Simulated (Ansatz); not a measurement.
# Alloy of GaAs and GaP (14 of 32 As sites exchanged), 64 atoms

How does this alloy cell relax, and what gap do PBEsol and HSE06 give?

All numbers are computed with Ansatz 0.2.0 (PAW, plane waves).

## Step 1: The system as built

64 atoms (32 Ga, 18 As, 14 P); a = 11.125 Å, b = 11.125 Å, c = 11.125 Å, α = 90.00°, β = 90.00°, γ = 90.00°. All atoms were shaken off their sites by about 0.02 Å along each axis.

The runs, in order: (2) PBEsol cell relaxation at the single k point (¼, ¼, ¼), on 1 × NVIDIA H100 80GB HBM3 with 4 threads of AMD EPYC 7R13; (3) HSE06 single point at the Γ point alone, on 1 × NVIDIA H100 80GB HBM3 with 4 threads of AMD EPYC 7R13.

## Step 2: Relaxing cell and atoms with PBEsol

Contents of in.yaml:

```yaml
crystal:
  lattice:
    - [11.125069, 0.000000, 0.000000]
    - [0.000000, 11.125069, 0.000000]
    - [0.000000, 0.000000, 11.125069]
  atoms:
    - { symbol: Ga, position: [0.001917, 0.001104, 0.999643] }
    - { symbol: Ga, position: [0.001588, 0.999452, 0.499084] }
    - { symbol: Ga, position: [0.003362, 0.503480, 0.998718] }
    - { symbol: Ga, position: [0.997438, 0.502761, 0.494239] }
    - { symbol: Ga, position: [0.502328, 0.002621, 0.000698] }
    - { symbol: Ga, position: [0.496716, 0.997205, 0.500057] }
    - { symbol: Ga, position: [0.498634, 0.500200, 0.000087] }
    - { symbol: Ga, position: [0.499081, 0.498882, 0.498461] }
    - { symbol: Ga, position: [0.249425, 0.250887, 0.000519] }
    - { symbol: Ga, position: [0.249126, 0.248092, 0.502196] }
    - { symbol: Ga, position: [0.249235, 0.747747, 0.001498] }
    - { symbol: Ga, position: [0.250655, 0.749946, 0.499255] }
    - { symbol: Ga, position: [0.750630, 0.248522, 0.998159] }
    - { symbol: Ga, position: [0.749049, 0.252701, 0.502117] }
    - { symbol: Ga, position: [0.748038, 0.747677, 0.000086] }
    - { symbol: Ga, position: [0.748171, 0.749300, 0.496532] }
    - { symbol: Ga, position: [0.249509, 0.002925, 0.247291] }
    - { symbol: Ga, position: [0.251744, 0.997393, 0.751687] }
    - { symbol: Ga, position: [0.249344, 0.501099, 0.251503] }
    - { symbol: Ga, position: [0.246634, 0.497826, 0.747038] }
    - { symbol: Ga, position: [0.752409, 0.000031, 0.252385] }
    - { symbol: Ga, position: [0.751209, 0.999572, 0.747374] }
    - { symbol: Ga, position: [0.750814, 0.498136, 0.248052] }
    - { symbol: Ga, position: [0.748929, 0.499425, 0.754645] }
    - { symbol: Ga, position: [0.000009, 0.248263, 0.248733] }
    - { symbol: Ga, position: [0.000579, 0.248872, 0.748487] }
    - { symbol: Ga, position: [0.995999, 0.751903, 0.246061] }
    - { symbol: Ga, position: [0.999710, 0.751172, 0.747704] }
    - { symbol: Ga, position: [0.500071, 0.248160, 0.253464] }
    - { symbol: Ga, position: [0.498886, 0.246065, 0.745951] }
    - { symbol: Ga, position: [0.497839, 0.754501, 0.251057] }
    - { symbol: Ga, position: [0.500069, 0.747942, 0.749448] }
    - { symbol: As, position: [0.125647, 0.123441, 0.126066] }
    - { symbol: As, position: [0.125820, 0.124920, 0.626714] }
    - { symbol: As, position: [0.125164, 0.627693, 0.122541] }
    - { symbol: As, position: [0.623615, 0.122466, 0.624312] }
    - { symbol: As, position: [0.626570, 0.625556, 0.624718] }
    - { symbol: As, position: [0.372966, 0.374860, 0.126231] }
    - { symbol: As, position: [0.375724, 0.373403, 0.625867] }
    - { symbol: As, position: [0.373067, 0.872102, 0.125110] }
    - { symbol: As, position: [0.874716, 0.376008, 0.124929] }
    - { symbol: As, position: [0.373834, 0.125744, 0.877620] }
    - { symbol: As, position: [0.371890, 0.626702, 0.372354] }
    - { symbol: As, position: [0.874810, 0.126887, 0.374855] }
    - { symbol: As, position: [0.876112, 0.623874, 0.874846] }
    - { symbol: As, position: [0.124167, 0.373064, 0.377495] }
    - { symbol: As, position: [0.124736, 0.374855, 0.874886] }
    - { symbol: As, position: [0.125531, 0.874519, 0.377177] }
    - { symbol: As, position: [0.624657, 0.377233, 0.377872] }
    - { symbol: As, position: [0.623053, 0.876485, 0.875592] }
    - { symbol: P, position: [0.121729, 0.626292, 0.628817] }
    - { symbol: P, position: [0.623317, 0.125812, 0.125432] }
    - { symbol: P, position: [0.624645, 0.625863, 0.126526] }
    - { symbol: P, position: [0.374694, 0.873811, 0.624004] }
    - { symbol: P, position: [0.877044, 0.376007, 0.626670] }
    - { symbol: P, position: [0.875410, 0.879119, 0.126759] }
    - { symbol: P, position: [0.876883, 0.875919, 0.627723] }
    - { symbol: P, position: [0.375695, 0.124905, 0.373295] }
    - { symbol: P, position: [0.372362, 0.628508, 0.876780] }
    - { symbol: P, position: [0.874502, 0.125656, 0.873425] }
    - { symbol: P, position: [0.874013, 0.626385, 0.372949] }
    - { symbol: P, position: [0.123087, 0.873931, 0.872464] }
    - { symbol: P, position: [0.625670, 0.374582, 0.874045] }
    - { symbol: P, position: [0.623838, 0.875503, 0.374777] }
  symmetry: { detect: false }
kpoints:
  mp_grid: { grid: [1, 1, 1], shift: [0.25, 0.25, 0.25] }
hamiltonian:
  xc: pbesol
scf:
  occupations: { method: fermi_dirac, width: 0.01 }
relax:
  f_tol: 0.03
  max_steps: 80
  escape_saddle: false
  adjacent_minimum: "off"
  cell: { fix: [shape] }
output:
  forces: true
  eigenvalues: true
  populations: true
```

On the command line:

```console
ansatz run in.yaml --threads 4 --pin off --max-ram 42750MiB --runs-dir r --events-out ev --progress --plain --backend cuda --devices 0, --max-vram 37GiB
```

The program printed:

```text
Pseudopotentials: kind: paw
Functional definition: PBEsol
  exchange = pbesol_x
  correlation = pbesol_c
Crystal: 64 atoms, lattice volume = 1376.918 Å³
Basis set: ecut = 420 eV, 26961 PW (Γ), exchange–correlation on 150×150×150 points (8 copies of the dense FFT grid, shifted against one another)
Bands: 454, of which v1, the nominal top of the filled ones, is band 378 counted from 1 (377 counted from 0)
Symmetry: 1 space group operations
k-points: 1
Non-local potential: Ga, projectors of the file, l = 0: 2, l = 1: 2, l = 2: 3, l = 3: 1
Non-local potential: As, projectors of the file, l = 0: 2, l = 1: 2, l = 2: 3, l = 3: 1
Non-local potential: P, projectors of the file, l = 0: 2, l = 1: 2, l = 2: 2
PAW form: soft (Blöchl's): semilocal exchange-correlation on the pseudo side does not see the compensation charge
PAW frozen core: Ga, regenerated for the run's functional, and the local potential with it (the file was generated under x = pbe(κ = 0.804, μ = 0.2195149727645171), c = pbe(β = 0.06672455060314922))
PAW frozen core: As, regenerated for the run's functional, and the local potential with it (the file was generated under x = pbe(κ = 0.804, μ = 0.2195149727645171), c = pbe(β = 0.06672455060314922))
PAW frozen core: P, regenerated for the run's functional, and the local potential with it (the file was generated under x = pbe(κ = 0.804, μ = 0.2195149727645171), c = pbe(β = 0.06672455060314922))
PAW one-centre angular grid: Ga, 590 points (default); XC on 64 Gauss nodes
PAW one-centre angular grid: As, 590 points (default); XC on 64 Gauss nodes
PAW one-centre angular grid: P, 110 points (default); XC on 64 Gauss nodes
Initial density: superposition of atomic densities (neutral atoms: chi_scale 0, normalization atom), corrected by the library's trained network
Initial wavefunctions: pseudopotential atomic-orbital guess
Functional: x = pbesol(κ = 0.804, μ = 0.12345679012345678), c = pbesol(β = 0.046)
SCF iter   1: F=—  HF=-216798.872346 eV  |F-HF|=—  |Δ(HF+E_count)|=         —  Δρ=4.64e-3  dr2=4.17e-1  ethr=1.77e-3  ⟨swp⟩=6.0  Hψ=1688  notcnv=0  defer=29
preconditioner: auto → Resta (q_TF=auto, 2.469 Å⁻¹)  ε∞=3.9  [insulator: Δε(μ)=1.501 eV  Ē_g=14.085 eV  σ=0.010 eV  W_gap=1.00  n_scr=364 (ndim 8)  ℏωp=24.0 eV  f_vac=0.048  D(μ)=0.00/eV (n_scr^D=0)  ε∞_Penn≈3.9]
SCF iter   2: F=—  HF=-216798.716294 eV  |F-HF|=—  |Δ(HF+E_count)|=   1.56e-1  Δρ=2.26e-3  dr2=9.25e-2  ethr=5.52e-5  ⟨swp⟩=2.0  Hψ=595  notcnv=0  defer=72
SCF iter   3: F=—  HF=-216798.702682 eV  |F-HF|=—  |Δ(HF+E_count)|=   1.36e-2  Δρ=6.01e-4  dr2=7.46e-3  ethr=1.22e-5  ⟨swp⟩=3.0  Hψ=518  notcnv=0  defer=72
SCF iter   4: F=—  HF=-216798.705129 eV  |F-HF|=—  |Δ(HF+E_count)|=   2.45e-3  Δρ=2.50e-4  dr2=1.23e-3  ethr=9.87e-7  ⟨swp⟩=2.0  Hψ=763  notcnv=0  defer=72
SCF iter   5: F=—  HF=-216798.703041 eV  |F-HF|=—  |Δ(HF+E_count)|=   2.09e-3  Δρ=1.25e-4  dr2=1.90e-4  ethr=1.63e-7  ⟨swp⟩=2.0  Hψ=760  notcnv=0  defer=72
SCF iter   6: F=—  HF=-216798.703172 eV  |F-HF|=—  |Δ(HF+E_count)|=   1.31e-4  Δρ=3.48e-5  dr2=1.82e-5  ethr=2.52e-8  ⟨swp⟩=2.0  Hψ=670  notcnv=0  defer=72
SCF iter   7: F=—  HF=-216798.704773 eV  |F-HF|=—  |Δ(HF+E_count)|=   1.60e-3  Δρ=1.17e-5  dr2=1.63e-6  ethr=2.41e-9  ⟨swp⟩=2.0  Hψ=760  notcnv=0  defer=72
SCF iter   8: F=—  HF=-216798.704775 eV  |F-HF|=—  |Δ(HF+E_count)|=   1.47e-6  Δρ=3.14e-6  dr2=1.39e-7  ethr=2.16e-10  ⟨swp⟩=3.0  Hψ=805  notcnv=0  defer=72
SCF iter   9: F=-216798.704775 eV  HF=-216798.704775 eV  |F-HF|=2.41e-8  |Δ(HF+E_count)|=   2.04e-7  Δρ=1.48e-6  dr2=2.63e-8  ethr=1.32e-11  ⟨swp⟩=13.0  Hψ=2795  notcnv=0
SCF 1 converged in 9 iterations: F = -216798.704775 eV  dr2 = 2.63e-8
relax step   1: F+E_penalty+E_count = -216798.70477502 eV  Δ(F+E_penalty+E_count) = +0.000e0 eV  max|allowed force component| = 1.087e0 eV/Å  Δτ_max = 0.0000 Å  P = +0.173 GPa  Ω = 1376.918 Å³  fix = [alpha, beta, gamma, b/a, c/a]  reactions: b/a +0.014, c/a -0.024 GPa; alpha +0.708, beta +0.916, gamma +1.072 GPa/rad  (9 SCF iters, dr2 threshold 1.00e-7 eV, accepted)
[... 13 lines left out ...]
relax step   2: F+E_penalty+E_count = -216799.64406565 eV  Δ(F+E_penalty+E_count) = -9.393e-1 eV  max|allowed force component| = 2.459e-1 eV/Å  Δτ_max = 0.0936 Å  P = -0.059 GPa  Ω = 1376.865 Å³  energy of the carried Pulay correction = +1.125e-5 eV  fix = [alpha, beta, gamma, b/a, c/a]  reactions: b/a +0.001, c/a -0.004 GPa; alpha +0.758, beta +0.820, gamma +0.854 GPa/rad  (7 SCF iters, dr2 thres [...]
[... 6 lines left out ...]
relax step   3: F+E_penalty+E_count = -216799.70084454 eV  Δ(F+E_penalty+E_count) = -5.678e-2 eV  max|allowed force component| = 3.022e-2 eV/Å  Δτ_max = 0.0395 Å  P = -0.023 GPa  Ω = 1376.118 Å³  energy of the carried Pulay correction = +1.702e-4 eV  fix = [alpha, beta, gamma, b/a, c/a]  reactions: b/a +0.002, c/a -0.004 GPa; alpha +0.763, beta +0.769, gamma +0.758 GPa/rad  (5 SCF iters, dr2 thres [...]
[... 9 lines left out ...]
relax step   4: F+E_penalty+E_count = -216799.70195472 eV  Δ(F+E_penalty+E_count) = -1.110e-3 eV  max|allowed force component| = 6.136e-3 eV/Å  Δτ_max = 0.0075 Å  P = -0.005 GPa  Ω = 1375.791 Å³  energy of the carried Pulay correction = +2.398e-4 eV  fix = [alpha, beta, gamma, b/a, c/a]  reactions: b/a +0.002, c/a -0.004 GPa; alpha +0.761, beta +0.765, gamma +0.758 GPa/rad  (6 SCF iters, dr2 thres [...]
[... 8 lines left out ...]
relax step   5: F+E_penalty+E_count = -216799.70195597 eV  Δ(F+E_penalty+E_count) = -1.251e-6 eV  max|allowed force component| = 6.137e-3 eV/Å  Δτ_max = 0.0000 Å  P = -0.005 GPa  Ω = 1375.791 Å³  fix = [alpha, beta, gamma, b/a, c/a]  reactions: b/a +0.002, c/a -0.004 GPa; alpha +0.761, beta +0.765, gamma +0.758 GPa/rad  stress off target by 5.05e-3 GPa on what of the cell is left free  SCF on the [...]
SCF converged after 4 iterations
Free energy (F): -216799.701956 eV
Harris-Foulkes:  -216799.701956 eV  (|F-HF|=1.16e-10)
Internal energy: -216799.701956 eV  (E = F + TS)
E sigma→0 (E₀):  -216799.701956 eV
Fermi energy:    8.214575 eV
--- Per-component energies (eV) ---
  E_band       = -6546.710220
  E_kinetic    = 6555.655013
  E_local      = -105685.381381  (includes V_loc(G=0)·N_el)
  E_nonlocal   = 2079.722681
  E_hartree    = 51880.078734
  E_xc         = -4466.090808
  E_vxc        = -4140.507400  (∫ρ·V_xc dr)
  E_paw        = -102421.342370  (= ΣΔE_a)
  E_vpaw       = -9116.355172  (= ΣTr[D̂ρ^β])
  E_aug_tail   = -0.003553  (compensation charges beyond the density's cutoff)
  E_ewald      = -64787.996623
  E_core_change = 45.656352  (= ΣΔE_core)
  E_smearing   = -0.000000  (= −TS)
  E_closure    = 0.000000  (closes the sum)
  Σ components = -216799.701956   (vs F -216799.701956, Δ=0.00e0)
--- Forces (eV/Å), atoms counted from 1 ---
  atom   1  Ga    -0.00081133    -0.00145920    -0.00133062
  atom   2  Ga    -0.00069909    -0.00345065     0.00240306
  atom   3  Ga    -0.00013917    -0.00040049    -0.00018684
  atom   4  Ga    -0.00110386     0.00194574     0.00183398
  atom   5  Ga    -0.00031271    -0.00158995     0.00187934
  atom   6  Ga     0.00105928    -0.00182529     0.00020454
  atom   7  Ga     0.00117037    -0.00065743    -0.00126153
  atom   8  Ga    -0.00145465     0.00050433     0.00064272
  atom   9  Ga    -0.00037244    -0.00063998    -0.00125542
  atom  10  Ga    -0.00057187    -0.00041292    -0.00116656
  atom  11  Ga     0.00098854    -0.00096084    -0.00169730
  atom  12  Ga    -0.00046892    -0.00002937     0.00131310
  atom  13  Ga     0.00000436     0.00018212     0.00013838
  atom  14  Ga     0.00068642    -0.00035164    -0.00014988
  atom  15  Ga    -0.00006072     0.00027443     0.00210110
  atom  16  Ga     0.00024689     0.00012111    -0.00024327
  atom  17  Ga     0.00209213    -0.00045269     0.00075535
  atom  18  Ga    -0.00166885    -0.00205101    -0.00031559
  atom  19  Ga    -0.00109380     0.00078849     0.00051754
  atom  20  Ga     0.00006978     0.00533191     0.00006963
  atom  21  Ga    -0.00191252     0.00043713    -0.00213364
  atom  22  Ga     0.00026624    -0.00095770     0.00148152
  atom  23  Ga    -0.00186173     0.00055246     0.00076391
  atom  24  Ga     0.00089734     0.00149937    -0.00138202
  atom  25  Ga    -0.00076659    -0.00065162    -0.00034437
  atom  26  Ga     0.00011948     0.00121792    -0.00030914
  atom  27  Ga     0.00003648    -0.00091286    -0.00039666
  atom  28  Ga     0.00210519    -0.00165397     0.00248973
  atom  29  Ga     0.00054852    -0.00129179    -0.00114807
  atom  30  Ga     0.00019416     0.00161314     0.00151161
  atom  31  Ga     0.00213387     0.00011475     0.00142365
  atom  32  Ga    -0.00090375    -0.00019416    -0.00123192
  atom  33  As    -0.00008933     0.00425013    -0.00096635
  atom  34  As    -0.00046145     0.00078719    -0.00529424
  atom  35  As    -0.00072135    -0.00221723    -0.00052486
  atom  36  As     0.00142668     0.00382790     0.00081115
  atom  37  As    -0.00129894    -0.00114041    -0.00286875
  atom  38  As    -0.00430122     0.00063676     0.00135440
  atom  39  As     0.00130902    -0.00492256     0.00196113
  atom  40  As    -0.00052184     0.00193562     0.00285787
  atom  41  As     0.00100497    -0.00218714     0.00230831
  atom  42  As    -0.00158415    -0.00059869    -0.00210850
  atom  43  As     0.00045628    -0.00236009     0.00080777
  atom  44  As     0.00203888     0.00049835    -0.00018501
  atom  45  As     0.00031417    -0.00466836    -0.00095063
  atom  46  As     0.00503973    -0.00158305    -0.00119807
  atom  47  As    -0.00085918    -0.00264669     0.00304838
  atom  48  As    -0.00147890     0.00075060    -0.00070230
  atom  49  As     0.00044301     0.00040185    -0.00033921
  atom  50  As    -0.00241007     0.00018734    -0.00250652
  atom  51  P      0.00382561    -0.00061308     0.00267221
  atom  52  P     -0.00407682    -0.00024999     0.00072319
  atom  53  P      0.00198362     0.00188973    -0.00210830
  atom  54  P     -0.00176767    -0.00109073     0.00168455
  atom  55  P      0.00086336     0.00126479    -0.00028685
  atom  56  P      0.00136228    -0.00405249     0.00132628
  atom  57  P     -0.00350012     0.00381309    -0.00111854
  atom  58  P      0.00139512     0.00472755    -0.00439158
  atom  59  P     -0.00045506     0.00133684     0.00170513
  atom  60  P     -0.00209446     0.00225387    -0.00066821
  atom  61  P      0.00474533    -0.00114010     0.00411568
  atom  62  P     -0.00176641     0.00613668    -0.00281436
  atom  63  P      0.00255719    -0.00119139     0.00119412
  atom  64  P      0.00020639     0.00132441    -0.00251363
  max |Σ_I F_I| component: 1.70e-6 eV/Å
--- Stress (GPa, compression-positive) ---
       -0.002470      -0.758114      -0.765311
       -0.758114      -0.003362      -0.760537
       -0.765311      -0.760537      -0.009314
  P = ⅓ Tr σ = -0.0050 GPa (-0.050 kbar)
--- Band table (eV) ---
  k-point 0: bands = [... 366 lower levels ..., "6.4775", "6.5026", "6.5224", "6.5436", "6.5619", "6.6358", "6.6536", "6.9474", "6.9703", "7.0153", "7.4682", "7.4732", "8.9512", "9.2796", "9.3051", "9.3245", "9.5387", "9.7050", "9.7248", "9.7349", "9.8666", "9.8761", "9.8917", "10.0506", ... 64 higher levels ...]
--- Relaxed structure (4 steps of the walk, 4 accepted, 1 SCFs on fresh bases) ---
  F+E_penalty+E_count = -216799.70195597 eV   max|allowed force component| = 6.137e-3 eV/Å   (the final SCF, on the basis selected at the relaxed cell)
  cell:  # Å, volume = 1375.7912 Å³
    - [11.122032965205399, 2.0665355525096402e-142, 5.1261179362463965e-143]
    - [2.0665355525096402e-142, 11.122032965205399, 4.980789099392469e-143]
    - [5.1261179362463965e-143, 4.980789099392469e-143, 11.122032965205399]
  atoms:
    - { symbol: Ga, position: [-0.003836573467568524, -0.004098927438070172, 0.9964335645171274] }
    - { symbol: Ga, position: [-0.003989744023434883, 0.9967651856057177, 0.5028160291022195] }
[... 62 atoms left out; the next input holds them all, rounded ...]
--- Löwdin populations: 64 sites ---
  site symbol       q [e]
     0     Ga     12.9597
     1     Ga     12.9742
     2     Ga     12.9723
     3     Ga     12.9583
     4     Ga     12.9770
     5     Ga     12.9581
     6     Ga     12.9584
     7     Ga     12.9706
     8     Ga     12.9636
     9     Ga     12.9598
    10     Ga     12.9622
    11     Ga     12.9700
    12     Ga     12.9636
    13     Ga     12.9695
    14     Ga     12.9727
    15     Ga     12.9683
    16     Ga     12.9654
    17     Ga     12.9673
    18     Ga     12.9632
    19     Ga     12.9643
    20     Ga     12.9693
    21     Ga     12.9692
    22     Ga     12.9648
    23     Ga     12.9675
    24     Ga     12.9636
    25     Ga     12.9653
    26     Ga     12.9656
    27     Ga     12.9715
    28     Ga     12.9633
    29     Ga     12.9674
    30     Ga     12.9685
    31     Ga     12.9667
    32     As     15.0020
    33     As     15.0014
    34     As     15.0006
    35     As     15.0047
    36     As     15.0028
    37     As     15.0002
    38     As     15.0019
    39     As     15.0040
    40     As     15.0033
    41     As     15.0033
    42     As     15.0023
    43     As     15.0040
    44     As     15.0049
    45     As     14.9999
    46     As     15.0019
    47     As     15.0033
    48     As     15.0029
    49     As     15.0049
    50      P      4.9738
    51      P      4.9700
    52      P      4.9738
    53      P      4.9725
    54      P      4.9713
    55      P      4.9730
    56      P      4.9735
    57      P      4.9697
    58      P      4.9732
    59      P      4.9729
    60      P      4.9745
    61      P      4.9737
    62      P      4.9715
    63      P      4.9738
  spilling = 0.001870 (of n_electrons = 756.000000)
```

It took 8.8 s on 1 × NVIDIA H100 80GB HBM3 with 4 threads of AMD EPYC 7R13, shared host; peak host memory 1.6 GiB.

Recorded steps of the relaxation (solves on a freshly chosen basis count as rows, and their energies jump a little):

```csv
accepted step,energy change (eV),largest force component (eV/Å),SCF cycles,pressure (GPa)
1,0.000,1.087,9,0.17
2,-0.939,0.246,7,-0.06
3,-0.996,0.030,5,-0.02
4,-0.997,0.006,6,-0.01
5,-0.997,0.006,4,-0.01
```

Largest shifts, less the median shift:

```csv
atom,shift (Å),dx,dy,dz
Ga30,0.125,0.043,0.080,0.085
Ga4,0.119,-0.014,0.022,0.116
Ga20,0.108,0.020,0.101,0.031
Ga31,0.102,0.090,-0.048,-0.008
Ga23,0.100,-0.017,0.095,0.026
Ga21,0.096,-0.070,-0.029,-0.059
Ga1,0.093,-0.066,-0.057,-0.032
Ga11,0.089,0.001,0.037,-0.081
```

|  | before | after | change |
| --- | --- | --- | --- |
| a (Å) | 11.125 | 11.122 | -0.03 % |
| b (Å) | 11.125 | 11.122 | -0.03 % |
| c (Å) | 11.125 | 11.122 | -0.03 % |
| volume (Å³/atom) | 21.514 | 21.497 | -0.08 % |

Bond lengths by pair after relaxation (within a distance cut, which drops stretched bonds):

```csv
pair,count,mean (Å),spread (Å),least,most
As–Ga,72,2.435,0.010,2.413,2.462
Ga–P,56,2.375,0.012,2.343,2.403
```

Top filled level 7.473 eV, lowest empty level 8.951 eV: 1.48 eV apart at the single k point (¼, ¼, ¼).

(Part 1 of 2 ends here.)
